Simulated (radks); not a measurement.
# Cs⁻ inside a hard spherical wall

An exercise on one series of results from a longer session: the logs are not shown, and one member is left open.

Program: radks (a radial shooting solver on a logarithmic mesh, Libxc functionals) version 1. Level of theory: scalar-relativistic Kohn-Sham, LDA (Slater exchange, Perdew-Wang correlation), spin-unpolarised, spherical densities, point nucleus. These are calculated values, not measurements, unless marked.

### What is computed

| Item | Value |
| --- | --- |
| element | caesium (Z = 55) |
| charge | -1 |
| electrons | 56 |
| configuration | [Xe] 6s2 |

The outer shells:

Cs⁻
```
[Xe] core
6s [↑↓]
```

The first run:

The run's settings:

```text
Z 55
configuration [Xe] 6s2 5d0 6p0 7s0
relativity scalar-relativistic
functional lda,pw
spin unpolarised
nucleus point
wall 15 bohr
c 137.035999084
```

Steps of the session up to this table: Wall at 15 bohr; Wall at 8 bohr; Wall at 7 bohr; Wall at 5 bohr; Wall at 4 bohr; Wall at 3 bohr; Wall at 2.5 bohr; Wall at 2 bohr.

One of the session's tables, all rows but one given; the rest of the session is left out.

| R (bohr) | E − E(widest) (eV) | ε(6s) (eV) | ε(6p, empty) (eV) | ε(5d, empty) (eV) | ε(7s, empty) (eV) |
| --- | --- | --- | --- | --- | --- |
| 15 | 0.000 | 0.966 | 1.983 | 2.608 | 3.175 |
| 8 | 2.754 | 3.689 | 6.137 | 5.745 | 13.711 |
| 7 | 4.926 | 5.265 | 8.452 | 7.031 | 19.379 |
| 5 | 20.416 | 14.351 | 20.878 | 12.791 | 47.688 |
| 4 | 53.603 | 30.052 | 40.318 | 21.177 | 88.184 |
| 3 | 184.67 | 78.584 | 95.671 | 45.199 | 195.26 |
| 2.5 | ? | ? | ? | ? | ? |
| 2 | 954.98 | 281.28 | 312.31 | 145.60 | 584.02 |

Estimate the missing values for R (bohr) = 2.5.

Worked estimate for «E − E(widest) (eV)». A straight line through the neighbours (3, 184.67) and (2, 954.98) gives 184.67 + (954.98 − 184.67) × (2.5 − 3) / (2 − 3) = 569.83; a parabola fitted to 3 rows on both sides gives 489.92.

The run gave: E − E(widest) (eV): 392.14; ε(6s) (eV): 141.03; ε(6p, empty) (eV): 163.80; ε(5d, empty) (eV): 75.765; ε(7s, empty) (eV): 320.86. In «E − E(widest) (eV)» the line misses by +177.69 and the parabola by +97.78.

From R = 15 bohr inwards the highest occupied level lies above zero, in an anion first from self-interaction, then from the wall. Shells are not refilled when levels cross, and a hard wall is a model, not a crystal.
